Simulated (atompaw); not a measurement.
# Sr: generating and testing a PAW (atompaw) potential

Do these settings give a usable potential? It is generated, then checked for scattering, ghosts and hardness.

Program: atompaw 4.2.0.5. Reference atom: LDA (PW92), scalar-relativistic, spherical and spin-unpolarised. All values are calculated.

**1. Settings**

The settings as typed:

| Quantity | Value |
| --- | --- |
| element | strontium (Sr, Z = 38) |
| type | PAW |
| frozen core | [Kr] |
| valence charge | 2 |
| reference configuration | 4d0 5s1.5 5p0 (charge +0.5) |
| partial waves | 5s (bound): rc 3.00 bohr; 5s channel at 4.3 Ry: rc 3.00 bohr; 5p (bound, empty): rc 3.00 bohr; 5p channel at 0.35 Ry: rc 3.00 bohr; 4d (bound, empty): rc 3.00 bohr; 4d channel at 0.2 Ry: rc 3.00 bohr |
| local potential | troulliermartins scheme with l = 3 at 0.5 Ry, radius 2.60 bohr |
| core correction | smooth core density matched at 2.00 bohr |
| augmentation charge | sinc compensation charge, radius 2.95 bohr; PAW radius 3.00 bohr; waves and projectors: custom polynom vanderbiltortho |

**2. Generating the potential**

The input, Sr.input:

```
Sr 38
LDA-PW scalarrelativistic loggrid 1500 logderivrange -2 5 176
5 5 4 0 0 0
5 0 1.5
5 1 0
4 2 0
0 0 0
c
c
c
c
v
c
c
c
v
c
v
2
3.00 2.95 2.60 2.00
y
4.3
n
y
0.35
n
y
0.2
n
custom polynom vanderbiltortho sinc
3 0.5 troulliermartins
3.00
3.00
3.00
3.00
3.00
3.00
PWSCFOUT
UPFDX 0.0125d0 UPFXMIN -7.d0 UPFZMESH 38.d0
END
```

The run is started by

```bash
$ atompaw < Sr.input > Sr.log
```

**Question.** What will these runs give? Wanted: cutoffs for 10 and 1 mRy, occupied levels; bound ghosts; largest phase difference near zero energy, channels read; lowest eigenvalue of the overlap; share of valence orbitals outside the PAW sphere; UPF file.

The runs gave:

| quantity | value |
| --- | --- |
| cutoffs for 10 and 1 mRy, occupied levels | 6 Ry or less and 6 Ry or less |
| bound ghosts | s at -210.09 eV, p at -25.96 eV |
| largest phase difference near zero energy, channels read | 0.014 rad |
| lowest eigenvalue of the overlap (Bessel basis) | 0.025 (s) |
| share of valence orbitals outside the PAW sphere | 5s 78 %, 5p 92 %, 4d 43 % |
| UPF file | written |

It has a bound ghost (s, p), a state that the atom doesn't have, and that rules the file out. Close by lies the frozen 4p level (-25.9 eV). The potential is soft on the atom at that tolerance: the looser tolerance needs 6 Ry or less. That counts occupied waves only; other projectors can need more. Near zero energy the phases of the channels with partial waves agree within 0.014 rad. These are tests on the free atom; a crystal test is still owed.
